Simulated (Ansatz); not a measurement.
**VRu: pressure up to the limit of the methods**

One table from this session's results is given with a row withheld; the runs are named, their logs left out.

Method: DFT, LDA, PAW with Ansatz's default frozen-core files, scalar-relativistic, in Ansatz 0.2.0.

## Starting point

Symmetry: Pm-3m, No. 221, cubic system. Conventional cell: a = 3.003 Å, b = 3.003 Å, c = 3.003 Å, α = 90.00°, β = 90.00°, γ = 90.00°. Around V (site symmetry m-3m) lie 8 Ru at 2.60 Å. Ru (site symmetry m-3m) has 8 V at 2.60 Å as nearest neighbours.

Structure file:

```cif
data_structure
_symmetry_space_group_name_H-M 'Pm-3m'
_symmetry_Int_Tables_number 221
_cell_length_a 3.0028
_cell_length_b 3.0028
_cell_length_c 3.0028
_cell_angle_alpha 90.000
_cell_angle_beta 90.000
_cell_angle_gamma 90.000
_cell_volume 27.08
loop_
_atom_site_label
_atom_site_type_symbol
_atom_site_symmetry_multiplicity
_atom_site_Wyckoff_symbol
_atom_site_fract_x
_atom_site_fract_y
_atom_site_fract_z
_atom_site_occupancy
V1 V 1 b 0.50000 0.50000 0.50000 1
Ru1 Ru 1 a 0.00000 0.00000 0.00000 1
```

The file gives the conventional cell by its symmetry; the runs use the cell typed in the input.

Whether this phase is the stable one at these pressures isn't tested.

Atoms are numbered in the order of the input: V1, Ru2.

The first run:

input.yaml reads:

```yaml
crystal:
  lattice:
    - [3.0028316633, 0.0, 0.0]
    - [0.0, 3.0028316633, 0.0]
    - [0.0, 0.0, 3.0028316633]
  atoms:
    - { symbol: V, position: [0.5, 0.5, 0.5], spin: 1.5 }
    - { symbol: Ru, position: [0.0, 0.0, 0.0] }
magnetization:
  spin_polarized: true
kpoints:
  mp_grid: { grid: [12, 12, 12] }
  band_path:
    path:
      - [0.0, 0.0, 0.0]
      - [0.0, 0.5, 0.0]
      - [0.5, 0.5, 0.0]
      - [0.0, 0.0, 0.0]
      - [0.5, 0.5, 0.5]
      - [0.0, 0.5, 0.0]
      - [0.5, 0.5, 0.5]
      - [0.5, 0.5, 0.0]
    npoints: 6
scf:
  occupations: { method: fermi_dirac, width: 0.05 }
hamiltonian:
  xc: lda
  pseudopotentials: { kind: paw }
output:
  forces: true
  stress: true
  eigenvalues: true
  populations: true
```

On the command line:

```
$ ansatz run input.yaml --threads 1 --pin off --max-ram 2048MiB --backend cpu --events-out ev --progress --plain --runs-dir out
```

Among the steps run: Volume scaled by 1, PAW; Volume scaled by 0.9, PAW; Volume scaled by 0.75, PAW; Volume scaled by 0.55, PAW.

One table of the session follows, with a row left open; its other results are not shown here.

| method | volume over the first | volume (Å³/atom) | pressure (GPa) |
| --- | --- | --- | --- |
| PAW | 1 | ? | ? |
| PAW | 0.9 | 12.184 | 16.37 |
| PAW | 0.75 | 10.154 | 111.98 |
| PAW | 0.55 | 7.446 | 486.44 |

Q: Estimate the row for PAW, 1 from the others.

**Answer.** volume (Å³/atom): 13.538; pressure (GPa): -14.21. In the column «volume (Å³/atom)» it is the highest.

Limits of these values: Warnings in the runs' records: seeded moment not kept.
